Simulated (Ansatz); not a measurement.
# C₂H₇AlN₂O: one species, many methods

The task here is to estimate one member of a computed series from the others.

Computed with Ansatz 0.2.0, Gaussian basis. Level: functionals in def2-TZVPP, the program's frozen cores in correlated methods.

Plan: LDA (SPW92), PBE-D4, revPBE-D4, BLYP-D4, r2SCAN-D4, B97M-V, PBE0-D4, B3LYP-D4, r2SCANh-D4, r2SCAN0-D4, HSE06-D4, BHLYP-D4, CAM-B3LYP-D4, LC-ωPBE, ωB97X-V, ωB97M-V, B2PLYP, PBE-QIDH; CCSD(T)/def2-SVP; CCSD(T)/def2-TZVPP; MP2/def2-QZVPP; extrapolation to the limit; RPA on PBE.

### The relaxed structure

An earlier PBE0-D4 in a triple-zeta def2 set relaxation fixed the geometry.

SMILES `[CH3][Al]([OH])[C](=N)N`, 13 atoms, charge 0, spin multiplicity 1.

Atoms are counted from 1 here; the program's logs count them from 0.

Bond lengths: C1–Al2 1.945 Å, C1–H7 1.095 Å, C1–H8 1.093 Å, C1–H9 1.094 Å, Al2–O3 1.700 Å, Al2–C4 1.971 Å, O3–H10 0.955 Å, C4–N5 1.287 Å, C4–N6 1.361 Å, N5–H11 1.016 Å, N6–H12 1.003 Å, N6–H13 1.009 Å. Angles: Al2–C1–H7 111.1°, Al2–C1–H8 112.4°, Al2–C1–H9 111.2°, H7–C1–H8 107.5°, H7–C1–H9 106.7°, H8–C1–H9 107.7°, C1–Al2–O3 125.2°, C1–Al2–C4 120.9°, O3–Al2–C4 113.8°, Al2–O3–H10 125.8°, Al2–C4–N5 121.3°, Al2–C4–N6 119.7°, N5–C4–N6 119.1°, C4–N5–H11 111.2°, C4–N6–H12 120.2°, C4–N6–H13 118.6°, H12–N6–H13 118.5°.

Set-up of the first run:

File in.yaml:

```yaml
crystal:
  periodic: [false, false, false]
  atoms:
    - {symbol: C, position_ang: [0.025475, -2.161637, 0.234873]}
    - {symbol: Al, position_ang: [0.550930, -0.337243, -0.187342]}
    - {symbol: O, position_ang: [2.019521, 0.116630, -0.913608]}
    - {symbol: C, position_ang: [-0.656204, 1.176313, 0.181537]}
    - {symbol: N, position_ang: [-1.840472, 0.988160, 0.647996]}
    - {symbol: N, position_ang: [-0.228903, 2.448588, -0.043517]}
    - {symbol: H, position_ang: [-0.846875, -2.465731, -0.352492]}
    - {symbol: H, position_ang: [0.823279, -2.881000, 0.034888]}
    - {symbol: H, position_ang: [-0.254291, -2.259878, 1.288287]}
    - {symbol: H, position_ang: [2.722495, -0.477080, -1.169859]}
    - {symbol: H, position_ang: [-2.022627, -0.000076, 0.798238]}
    - {symbol: H, position_ang: [0.619265, 2.614037, -0.551981]}
    - {symbol: H, position_ang: [-0.891292, 3.204217, 0.047681]}
basis:
  gaussian: {orbitals: def2-TZVPP}
hamiltonian: {xc: lda}
output: {orbitals: {seedname: orbitals}}
```

Among the steps run: LDA; PBE-D4 (GGA); revPBE-D4 (GGA); BLYP-D4 (GGA); r2SCAN-D4 (meta-GGA); B97M-V (meta-GGA); PBE0-D4 (hybrid); B3LYP-D4 (hybrid); r2SCANh-D4 (hybrid); r2SCAN0-D4 (hybrid); HSE06-D4 (hybrid); BHLYP-D4 (hybrid); CAM-B3LYP-D4 (range-separated); LC-ωPBE (range-separated); ωB97X-V (range-separated); ωB97M-V (range-separated); B2PLYP (double hybrid); PBE-QIDH (double hybrid).

One table of the session follows, with a row left open; its other results are not shown here.

It belongs to the step «Frontier levels by functional». 

```
  functional  HOMO (eV)  gap (eV)
 LDA (SPW92)      -5.35      3.57
      PBE-D4      -5.21      3.67
   revPBE-D4      -5.14      3.71
     BLYP-D4      -5.11      3.67
   r2SCAN-D4          ?         ?
      B97M-V      -5.57      4.17
     PBE0-D4      -6.57      5.83
    B3LYP-D4      -6.36      5.40
  r2SCANh-D4      -5.95      4.92
  r2SCAN0-D4      -6.74      6.13
    HSE06-D4      -6.17      5.06
    BHLYP-D4      -7.73      7.78
CAM-B3LYP-D4      -7.97      8.19
     LC-ωPBE      -9.31     10.66
     ωB97X-V      -8.96     10.18
     ωB97M-V      -8.88      9.86
```

Q: Estimate the row for r2SCAN-D4 from the others.

Worked estimate for «HOMO (eV)». Against the share of exact exchange, r2SCANh-D4 (0.1, -5.95), r2SCAN0-D4 (0.25, -6.74) give a slope of -5.27 per unit share; at 0 the line stands at -5.42.

**Answer.** HOMO (eV): -5.43; gap (eV): 4.11. In «HOMO (eV)» the line misses by +0.01.
